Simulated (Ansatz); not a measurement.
## BBrH₃NS, SMILES NB(S)Br: a comparison of dispersion corrections, step by step

With Ansatz's Python interface.

At the Python prompt:
```pycon
>>> import warnings
>>> import ansatz as az
>>> BASIS = "def2-SVP"
>>> warnings.simplefilter("ignore", az.DeckWarning)
>>> geometry = (
...     az.Crystal.molecule()
...     .atom("N", (-0.4685, 1.1078, -0.1137))
...     .atom("B", (-0.382, -0.364, -0.1603))
...     .atom("S", (0.7518, -1.2328, 1.0233))
...     .atom("Br", (-1.3528, -1.417, -1.489))
...     .atom("H", (0.4396, 1.5442, -0.2878))
...     .atom("H", (-0.8164, 1.4276, 0.8397))
...     .atom("H", (1.8895, -1.1338, 0.1421))
... )
>>> job = geometry.calculation().basis(gaussian=BASIS)
>>> for name in ["r2scan", "pbe0"]:
...     for correction in ("d3bj", "d4"):
...         rep = job.functional(name, dispersion=correction).run().report
...         print(f"{name:8s} {correction:5s} total {rep['free_energy_ev']:.5f} eV, of which dispersion {1000 * rep['dispersion']['energy']['ev']:.2f} meV")
...
r2scan   d3bj  total -83082.79426 eV, of which dispersion -47.33 meV
r2scan   d4    total -83082.78635 eV, of which dispersion -39.41 meV
pbe0     d3bj  total -83070.57924 eV, of which dispersion -154.54 meV
pbe0     d4    total -83070.57166 eV, of which dispersion -146.97 meV
```

Caveats:
- These settings explore the input space; basis and method may be short of convergence.
- The geometry is a force-field or estimated start, not a minimum of this method, and the basis set is short of its limit. D4 holds the three-body term, and d3bj doesn't.
- A dispersion term here runs with damping parameters fitted for another variant or functional.
- The script silences the warnings on its input, which a real study should read.
- The whole script took 21 s on 1 thread of Arm Neoverse V1, on a shared host, peak memory 0.26 GiB.
